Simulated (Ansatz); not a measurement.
Write a Python script for Ansatz's Python interface that makes a rigid torsion scan of BH₇N₂OSn, SMILES B[NH][SnH]([NH2])[OH]. Level of theory (for the species named): PBE0, def2-SVP basis, multiplicity 1.

```yaml
atoms:
  - { symbol: B, position_ang: [-1.8106, -0.1265, -0.2093] }
  - { symbol: N, position_ang: [-1.0495, -0.6674, 0.9231] }
  - { symbol: Sn, position_ang: [0.8313, 0.0984, 0.7563] }
  - { symbol: N, position_ang: [1.7550, -0.4402, -1.0440] }
  - { symbol: O, position_ang: [0.8056, 2.0657, 0.8790] }
  - { symbol: H, position_ang: [-2.8360, 0.5564, 0.0077] }
  - { symbol: H, position_ang: [-1.5111, -0.2725, -1.3384] }
  - { symbol: H, position_ang: [-0.9423, -1.6769, 0.7532] }
  - { symbol: H, position_ang: [1.8523, -0.5257, 2.1107] }
  - { symbol: H, position_ang: [1.1290, 0.0379, -1.7558] }
  - { symbol: H, position_ang: [1.4881, -1.4726, -1.1321] }
  - { symbol: H, position_ang: [0.3651, 2.3682, 0.0837] }
```

`bh7n2osn.py`
```python
'''Rigid torsion scan of BH7N2OSn.'''

import logging
import sys
import warnings

import ansatz
from ase import Atoms

logging.basicConfig(stream=sys.stdout, format='%(levelname)s:%(name)s:%(message)s')
logger = logging.getLogger('bh7n2osn')
logger.setLevel(logging.INFO)

warnings.simplefilter('ignore', ansatz.DeckWarning)

atoms = Atoms(['B', 'N', 'Sn', 'N', 'O', 'H', 'H', 'H', 'H', 'H', 'H', 'H'], positions=[
    (-1.8106, -0.1265, -0.2093),
    (-1.0495, -0.6674, 0.9231),
    (0.8313, 0.0984, 0.7563),
    (1.755, -0.4402, -1.044),
    (0.8056, 2.0657, 0.879),
    (-2.836, 0.5564, 0.0077),
    (-1.5111, -0.2725, -1.3384),
    (-0.9423, -1.6769, 0.7532),
    (1.8523, -0.5257, 2.1107),
    (1.129, 0.0379, -1.7558),
    (1.4881, -1.4726, -1.1321),
    (0.3651, 2.3682, 0.0837),
])

# start the scan from a relaxed geometry
first = (
    ansatz.Crystal.molecule_from_ase(atoms).calculation()
    .basis(gaussian='def2-SVP')
    .functional('pbe0')
    .relax(force_tolerance=0.02, max_steps=80)
)
atoms.positions = first.run(threads=1).report['positions_ang']

start = atoms.get_dihedral(3, 2, 1, 0)
energies = {}
for turn in range(0, 360, 40):
    turned = atoms.copy()
    turned.set_dihedral(3, 2, 1, 0, start + turn, indices=[0, 1, 5, 6, 7])
    job = (
        ansatz.Crystal.molecule_from_ase(turned).calculation()
        .basis(gaussian='def2-SVP')
        .correlation('MP2')
    )
    energies[round((start + turn) % 360)] = job.run(threads=1).report['free_energy_ev']
floor = min(energies.values())
logger.info('dihedral N3-Sn2-N1-B0 (deg)   E - E(min) (kJ/mol)')
for angle, e in sorted(energies.items()):
    logger.info(f'{angle:8d} {96.485332 * (e - floor):14.3f}  ' + '#' * int(30 * (e - floor) / max(max(energies.values()) - floor, 1e-9)))
```

Output of `python bh7n2osn.py`:
```text
INFO:bh7n2osn:dihedral N3-Sn2-N1-B0 (deg)   E - E(min) (kJ/mol)
INFO:bh7n2osn:      24          6.397  ########################
INFO:bh7n2osn:      64          7.902  ##############################
INFO:bh7n2osn:     104          6.270  #######################
INFO:bh7n2osn:     144          4.441  ################
INFO:bh7n2osn:     184          4.304  ################
INFO:bh7n2osn:     224          2.061  #######
INFO:bh7n2osn:     264          0.000
INFO:bh7n2osn:     304          1.027  ###
INFO:bh7n2osn:     344          2.806  ##########
```

Reading the output:
- The scan is rigid and the energies are electronic, in a modest basis. With rigid groups the curve can differ much from the relaxed path, the start wasn't checked as a minimum of this torsion, and equivalent turns needn't return to the same energy.
- def2 sets replace the cores of elements past krypton by effective core potentials.
- The start is relaxed with a density functional and scanned with the wavefunction method, so it isn't exactly that method's minimum.
- Run time: 8.9 min on 1 thread of Arm Neoverse V2, on a shared host, peak memory 0.37 GiB.
